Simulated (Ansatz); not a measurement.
# One shape, several levels: doublet InNH3Cl+

Aim: a comparison of 5 runs (UHF/STO-3G, U-wB97M-V/def2-SVPD, UB2PLYP/def2-SVPD, UCAM-B3LYP/def2-SVPD, USVWN5/def2-SVPD) of doublet InNH3Cl+. 

Program for the calculation: Ansatz 0.2.0.

22 further runs of the same task are left out: 22 set aside as unsound or not needed.

### Step 1. The structure to begin with

InNH3Cl+ has 6 atoms, charge +1, and is taken as a doublet. As SMILES of the parent species, `[NH2][InH][Cl]`. The coordinates come from a PBE0-D4/def2-TZVP relaxation. That shape belongs to the parent species and isn't relaxed for this state.

Bond lengths: N1–In2 1.995 Å, In2–Cl3 2.339 Å, N1–H4 1.007 Å, N1–H5 1.008 Å, In2–H6 1.693 Å. Angles: N1–In2–Cl3 109.2°, N1–In2–H6 131.5°, Cl3–In2–H6 119.1°, In2–N1–H4 121.6°, In2–N1–H5 118.5°, H4–N1–H5 111.0°.

### Step 2. A single-point energy at UHF/STO-3G (run 1)

The input, run.yaml:

```yaml
basis:
  gaussian:
    orbitals: STO-3G
crystal:
  periodic: [false, false, false]
  atoms:
    - {symbol: "N", position_ang: [-1.020800, 0.188100, -0.504100]}
    - {symbol: In, position_ang: [0.792100, 0.148600, 0.327900]}
    - {symbol: Cl, position_ang: [0.990800, -1.771000, 1.649200]}
    - {symbol: H, position_ang: [-1.219400, 0.761400, -1.308200]}
    - {symbol: H, position_ang: [-1.558200, -0.664500, -0.526800]}
    - {symbol: H, position_ang: [2.057500, 1.273400, 0.315800]}
total_charge: 1
magnetization:
  spin_polarized: true
  initial_magnetization: 1
hamiltonian:
  xc: hf
accuracy: high
output: {orbitals: {seedname: orbitals}}
```

Launch:

```sh
$ ansatz run run.yaml --threads 1 --pin off --max-ram 3480MiB --events-out events.jsonl --progress --plain --runs-dir runs
```

The program printed:

```text
Warning: RAYON_NUM_THREADS=1 ignored (pool sized by the plan → 1); use --threads N
Functional definition: HF
  name "HF"
  exchange = exact_x
  correlation = 0
842 factors; integrals over basis functions are off by at most 5.0e-9 eV
mean field evaluation 1: about -168511.8681 eV, gradient 1.4e1 eV
mean field evaluation 2: about -168511.9177 eV, gradient 1.4e1 eV
mean field evaluation 4: about -168515.5405 eV, gradient 2.7e0 eV
mean field evaluation 8: about -168515.8281 eV, gradient 1.2e-1 eV
mean field evaluation 16: about -168515.8258 eV, gradient 2.5e-8 eV
mean field -168515.82579901 eV, -6192.8423739845 hartree, gradient 2.5e-8 eV, S^2 0.759088; 0 other end points of the search recorded, 0 dependent functions left out
reference -168515.82579901 eV, -6192.8423739845 hartree; 38, 37 occupied and 6, 7 virtual orbitals, 842 factors
Total energy: -168515.82579901 eV, -6192.8423739845 hartree
```

It took 2.2 s on 1 thread of Intel Xeon Platinum 8259CL at 2.50GHz (Skylake/Cascade Lake), shared host; peak memory 0.17 GiB.

### Step 3. The energy at U-wB97M-V/def2-SVPD (core potential) (run 2)

The input, in.yaml:

```yaml
crystal:
  periodic: [false, false, false]
  atoms:
    - {symbol: "N", position_ang: [-1.020800, 0.188100, -0.504100]}
    - {symbol: In, position_ang: [0.792100, 0.148600, 0.327900]}
    - {symbol: Cl, position_ang: [0.990800, -1.771000, 1.649200]}
    - {symbol: H, position_ang: [-1.219400, 0.761400, -1.308200]}
    - {symbol: H, position_ang: [-1.558200, -0.664500, -0.526800]}
    - {symbol: H, position_ang: [2.057500, 1.273400, 0.315800]}
basis:
  gaussian:
    orbitals: def2-SVPD
total_charge: 1
magnetization:
  spin_polarized: true
  initial_magnetization: 1
hamiltonian:
  xc: {name: wB97M-V}
accuracy: high
output:
  orbitals: {seedname: orbitals}
```

Launch:

```sh
$ ansatz run in.yaml --threads 1 --pin off --max-ram 3480MiB --events-out events.jsonl --progress --plain --runs-dir runs
```

The program printed (excerpt; [...] marks lines left out):

```text
Warning: RAYON_NUM_THREADS=1 ignored (pool sized by the plan → 1); use --threads N
Functional definition: wB97M-V
  name "wB97M-V"
[...]
  gx(w, u) = 1 - cx + cx01*u + cx10*w
  gss(w, u) = css00 + css04*u^4 + css10*w + css20*w^2 + css43*w^4*u^3
  gos(w, u) = cos00 + cos10*w + (cos20 + cos21*u)*w^2 + (cos60 + cos61*u)*w^6
[...]
      + integral(e_c_pw_mod_opposite_spin*gos(b97_w_opposite, b97_u_opposite)) + vv10(b, c)
2196 factors; integrals over basis functions are off by at most 3.8e-9 eV
544 factors; integrals over basis functions are off by at most 1.4e-9 eV
[...]
mean field -19219.34309726 eV, -706.2978314855 hartree, gradient 7.0e-8 eV, S^2 0.754880; 2 other end points of the search recorded, 0 dependent functions left out
reference -19219.34310212 eV, -706.2978316643 hartree; 24, 23 occupied and 79, 80 virtual orbitals, 2196 factors
Total energy: -19219.34310212 eV, -706.2978316643 hartree
```

Wall time 2 min (1 thread of Intel Xeon Platinum 8259CL at 2.50GHz (Skylake/Cascade Lake), shared host); peak memory 1.3 GiB.

Runs 3 to 4 aren't shown in full; the table further down has their settings and results.

### Step 4. A single-point energy at USVWN5/def2-SVPD (core potential) (run 5)

Edit in.yaml of step 3 so:

```diff
@@ -17,5 +17,4 @@
 hamiltonian:
-  xc: {name: wB97M-V}
+  xc: {name: SVWN5}
 accuracy: high
-output:
-  orbitals: {seedname: orbitals}
+output: {orbitals: {seedname: orbitals}}
```

Launch:

```sh
$ ansatz run in.yaml --threads 1 --pin off --max-ram 3480MiB --events-out events.jsonl --progress --plain --runs-dir runs
```

The program printed:

```text
Warning: RAYON_NUM_THREADS=1 ignored (pool sized by the plan → 1); use --threads N
Functional definition: SVWN5
  name "SVWN5"
  exchange = slater_x
  correlation = vwn5_c
2196 factors; integrals over basis functions are off by at most 3.8e-9 eV
mean field evaluation 1: about -19136.2625 eV, gradient 7.0e1 eV
mean field evaluation 2: about -18979.6862 eV, gradient 1.3e2 eV
mean field evaluation 4: about -19145.2299 eV, gradient 5.0e1 eV
mean field evaluation 8: about -19160.5515 eV, gradient 3.2e0 eV
mean field evaluation 16: about -19160.6201 eV, gradient 2.7e-2 eV
mean field evaluation 32: about -19160.6201 eV, gradient 1.2e-7 eV
mean field evaluation 64: about -19160.1087 eV, gradient 2.3e0 eV
mean field -19160.62014398 eV, -704.1398027565 hartree, gradient 1.4e-8 eV, S^2 0.753475; 5 other end points of the search recorded, 0 dependent functions left out
reference -19160.62014889 eV, -704.1398029369 hartree; 24, 23 occupied and 79, 80 virtual orbitals, 2196 factors
Total energy: -19160.62014889 eV, -704.1398029369 hartree
```

Run time: 14 s. Hardware: 1 thread of Intel Xeon Platinum 8259CL at 2.50GHz (Skylake/Cascade Lake), shared host; peak memory 0.36 GiB.

### Step 5. Overview of the runs

| run | level | core potential | frozen core orbitals | energy (Eh) | HOMO energy (eV) | LUMO energy (eV) | ⟨S²⟩ | wall time |
| --- | --- | --- | --- | --- | --- | --- | --- | --- |
| 1 | UHF/STO-3G | none | – | -6192.842374 | -14.16 | -3.64 | 0.759 | 2.2 s |
| 2 | U-wB97M-V/def2-SVPD (core potential) | def2-SVPD | – | -706.297832 | -15.55 | -9.84 | 0.755 | 2 min |
| 3 | UB2PLYP/def2-SVPD (core potential) | def2-SVPD | 10 | -705.929025 | -14.38 | -10.02 | 0.756 | 28 s |
| 4 | UCAM-B3LYP/def2-SVPD (core potential) | def2-SVPD | – | -706.362772 | -14.71 | -10.85 | 0.757 | 33 s |
| 5 | USVWN5/def2-SVPD (core potential) | def2-SVPD | – | -704.139803 | -13.01 | -12.89 | 0.753 | 14 s |

### Step 6. What came out

| quantity | value |
| --- | --- |
| run 5: total energy | -704.13980 Eh |
| run 5: HOMO energy (highest over α and β) | -13.01 eV |
| run 5: LUMO energy (lowest over α and β) | -12.89 eV |
| run 5: ⟨S²⟩ | 0.753 |

What this shows: Totals of different functionals can't be ranked against each other. Some runs of one species differ in core potentials or relativity; totals across that change don't compare. In run 1 the basis is minimal, so the values are rough. In run 1 relativity is left out where basis or elements ask for it. All runs together took 3.2 min, the longest 2 min.
